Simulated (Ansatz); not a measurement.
# CoO: the cost of one run

Program: Ansatz 0.2.0. Level of theory: DFT PBE+U (U_eff = 3.3 eV on Co 3d), scalar-relativistic, plane waves, PAW. These are calculated values, not measurements.

### Step 1. Starting point

The structure is cubic, space group Fm-3m (No. 225). The conventional cell has a = 4.263 Å, b = 4.263 Å, c = 4.263 Å, α = 90.00°, β = 90.00°, γ = 90.00°. Around Co (site symmetry m-3m) lie 6 O at 2.13 Å. O (site symmetry m-3m) has 6 Co at 2.13 Å as nearest neighbours.

As a file:

```
Co O
1.0
     0.00000    2.13150    2.13150
     2.13150    0.00000    2.13150
     2.13150    2.13150    0.00000
Co O
1 1
Direct
  0.00000 0.00000 0.00000
  0.50000 0.50000 0.50000
```

The moments start at Co 3.00 μB.

### Step 2. First run, at the start cell

input.yaml reads:

```yaml
crystal:
  lattice:
    - [0.0, 2.1315, 2.1315]
    - [2.1315, 0.0, 2.1315]
    - [2.1315, 2.1315, 0.0]
  atoms:
    - { symbol: Co, position: [0.0, 0.0, 0.0], spin: 3.0 }
    - { symbol: O, position: [0.5, 0.5, 0.5] }
basis:
  ecutwfc: 420
  ecutrho_ratio: 4
kpoints:
  mp_grid: { grid: [6, 6, 6] }
hamiltonian:
  xc: pbe
  hubbard: { sites: [{ species: Co, l: d, u_eff: 3.3 }] }
scf:
  occupations: { method: gaussian, width: 0.05 }
output:
  forces: true
  stress: true
  eigenvalues: true
  populations: true
  hubbard: { sites: [{ species: Co, l: d }] }
magnetization:
  spin_polarized: true
```

Command:

```bash
ansatz run input.yaml --threads 2 --pin off --max-ram 5120MiB --backend cpu --events-out ev --progress --plain --runs-dir out
```

**Question.** How long does this run take on 2 threads of Intel Xeon at 2.70GHz, shared host, and how much memory does it need?

About 21 s, with a peak of 0.43 GiB.
